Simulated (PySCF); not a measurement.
**C2H4Br2 (1,2-dibromoethane): levels of theory compared**

We compute a comparison of 6 runs (HF/STO-3G, HF/3-21G, B3LYP/6-31G*, B2PLYP/def2-SVP, wB97M-V/def2-SVP, SCS-MP2/def2-SVP) of C2H4Br2 (1,2-dibromoethane). Input form: a Python script.

Program for the calculation: PySCF 2.14.0.

7 further runs of the same task are left out: 7 set aside as unsound or not needed. Runs told in other sessions of the task aren't counted.

### Step 1. Starting point

The species is C2H4Br2 (8 atoms), meant as a singlet with charge 0. As SMILES, `BrCCBr`. The shape is that of a PBE0-D4/def2-TZVP optimisation. This is a higher conformer, about 8 kJ/mol above the lowest found by a separate search.

Bond lengths: Br1–C2 1.938 Å, C2–C3 1.501 Å, C3–Br4 1.938 Å, C2–H5 1.091 Å, C2–H6 1.088 Å, C3–H7 1.088 Å, C3–H8 1.090 Å. Some angles: Br1–C2–C3 113.0°, C2–C3–Br4 113.0°, Br1–C2–H5 105.8°, Br1–C2–H6 106.6°, C3–C2–H5 109.6°, C3–C2–H6 112.0°, C2–C3–H7 112.0°, C2–C3–H8 109.6°, Br4–C3–H7 106.6°, Br4–C3–H8 105.8°.

### Step 2. A single-point energy at HF/STO-3G (run 1)

start.xyz

```xyz
8

Br    -2.136900     0.202700    -0.670800
C     -0.454500     0.602500     0.204400
C      0.638500    -0.358800    -0.161400
Br     0.347400    -2.139200     0.546800
H     -0.182100     1.607400    -0.119900
H     -0.654000     0.606100     1.273700
H      0.743700    -0.466600    -1.238600
H      1.582700    -0.019600     0.265800
```

calc.py

```python
from pyscf import gto

mol = gto.M(
    atom='start.xyz',
    max_memory=1860,
    verbose=3,
    basis='sto-3g',
    spin=0,
)

mf = mol.RHF()
mf.conv_tol = 1e-10
mf.kernel()
if not mf.converged:
    mf = mf.newton().run(mf.mo_coeff, mf.mo_occ)

energy = mf.e_tot
print(f'total energy: {energy:.8f} hartree')
```

Command:

```bash
OMP_NUM_THREADS=1 python calc.py
```

What it wrote:

```text
<dir> SyntaxWarning: invalid escape sequence '\W'
  S = {(paw_set(r)[0], bool(re.search(r"spin_orbit\W+true|paw_fr", str((r.get("files") or {}).get("input") or "")) or re.search("(?i)spin.orbit\W+(value\W+)?(true|yes)|value\W+spin-orbit", json.dumps(r.get("inputs"), default=str)))) for r in records}
converged SCF energy = -5166.47764555803
total energy: -5166.47764556 hartree
```

Run time: 0.94 s. Hardware: 1 thread of Arm Neoverse V2, shared host; peak memory 0.12 GiB.

### Step 3. The energy at HF/3-21G (run 2)

job.py

```python
from pyscf import gto, scf

system = gto.Mole()
system.atom = [
    ('Br', (-2.136900, 0.202700, -0.670800)),
    ('C', (-0.454500, 0.602500, 0.204400)),
    ('C', (0.638500, -0.358800, -0.161400)),
    ('Br', (0.347400, -2.139200, 0.546800)),
    ('H', (-0.182100, 1.607400, -0.119900)),
    ('H', (-0.654000, 0.606100, 1.273700)),
    ('H', (0.743700, -0.466600, -1.238600)),
    ('H', (1.582700, -0.019600, 0.265800)),
]
system.basis = '3-21g'
system.charge = 0
system.max_memory = 1860
system.verbose = 4
system.build()

hf = scf.RHF(system)
hf.conv_tol = 1e-10
hf.kernel()
if not hf.converged:
    hf = hf.newton().run(hf.mo_coeff, hf.mo_occ)

etot = hf.e_tot
print('Final energy', etot)
```

Command:

```bash
OMP_NUM_THREADS=1 python job.py
```

What it wrote:

```text
<dir> SyntaxWarning: invalid escape sequence '\W'
  S = {(paw_set(r)[0], bool(re.search(r"spin_orbit\W+true|paw_fr", str((r.get("files") or {}).get("input") or "")) or re.search("(?i)spin.orbit\W+(value\W+)?(true|yes)|value\W+spin-orbit", json.dumps(r.get("inputs"), default=str)))) for r in records}

PySCF version 2.14.0

[... 60 lines left out ...]
converged SCF energy = -5197.73069994067
Final energy -5197.730699940675
```

Run time: 0.96 s. Hardware: 1 thread of Arm Neoverse V2, shared host; peak memory 0.12 GiB.

Runs 3 to 5 aren't shown in full; the table further down has their settings and results.

### Step 4. The energy at SCS-MP2/def2-SVP (run 6)

run.py

```python
from pyscf import gto, mp

mol = gto.Mole()
mol.atom = '''
Br    -2.136900     0.202700    -0.670800
C     -0.454500     0.602500     0.204400
C      0.638500    -0.358800    -0.161400
Br     0.347400    -2.139200     0.546800
H     -0.182100     1.607400    -0.119900
H     -0.654000     0.606100     1.273700
H      0.743700    -0.466600    -1.238600
H      1.582700    -0.019600     0.265800
'''
mol.basis = 'def2-svp'
mol.verbose = 3
mol.max_memory = 1860
mol.build()

hf = mol.RHF()
hf.conv_tol = 1e-10
hf.kernel()
if not hf.converged:
    hf = hf.newton().run(hf.mo_coeff, hf.mo_occ)

pt = mp.MP2(hf, frozen=20).run()
e_final = hf.e_tot + 1.2 * pt.e_corr_os + pt.e_corr_ss / 3
print('E(%s) = %.9f' % ('SCS-MP2', e_final))
```

Command:

```bash
OMP_NUM_THREADS=1 python run.py
```

What it wrote:

```text
<dir> SyntaxWarning: invalid escape sequence '\W'
  S = {(paw_set(r)[0], bool(re.search(r"spin_orbit\W+true|paw_fr", str((r.get("files") or {}).get("input") or "")) or re.search("(?i)spin.orbit\W+(value\W+)?(true|yes)|value\W+spin-orbit", json.dumps(r.get("inputs"), default=str)))) for r in records}
converged SCF energy = -5222.20589061328
E(RMP2) = -5222.9537486903  E_corr = -0.747858077021513
E(SCS-RMP2) = -5222.91678401322  E_corr = -0.71089339993703
E(SCS-MP2) = -5222.916784013
```

Wall time 3.9 s (1 thread of Arm Neoverse V2, shared host); peak memory 0.36 GiB.

### Step 5. All runs side by side

```
run                               level  integration grid  frozen core orbitals   energy (Eh)  dipole moment (D) of the reference  HOMO energy (eV)  LUMO energy (eV)  wall time
  1                           HF/STO-3G                 –                     –  -5166.477646                                2.51             -8.37              8.86     0.94 s
  2                            HF/3-21G                 –                     –  -5197.730700                                2.84            -10.51              4.11     0.96 s
  3  B3LYP/6-31G* (spherical functions)                 5                     –  -5226.369036                                2.76             -7.52             -0.46       28 s
  4                     B2PLYP/def2-SVP                 5                    20  -5225.354987                                2.60             -8.80              1.33       29 s
  5                    wB97M-V/def2-SVP                 5                     –  -5225.917692                                2.45             -9.96              2.00    1.9 min
  6                    SCS-MP2/def2-SVP                 –                    20  -5222.916784                                2.86            -10.76              3.63      3.9 s
```

### Step 6. Summary of results

| quantity | value |
| --- | --- |
| run 6: total energy | -5222.91678 Eh |
| run 6: dipole moment (Hartree–Fock density) | 2.86 D |
| run 6: HOMO energy (Hartree–Fock orbitals) | -10.76 eV |
| run 6: LUMO energy (Hartree–Fock orbitals) | 3.63 eV |
| run 6: HOMO–LUMO gap (Hartree–Fock orbitals) | 14.38 eV |
| run 6: correlation energy (20 core orbitals frozen) | -710.9 mEh |

Over runs 1, 2, 3, 4, 5 the dipole moment (its size) runs from 2.45 D (wB97M-V/def2-SVP) to 2.84 D (HF/3-21G). The two ends differ in method and basis. Over runs 1, 2, 3, 4, 5 the HOMO–LUMO gap runs from 7.05 eV (B3LYP/6-31G*) to 17.24 eV (HF/STO-3G). Totals of different functionals can't be ranked against each other. In run 1 the basis is minimal, so the values are rough. All runs together took 2.9 min, the longest 1.9 min.
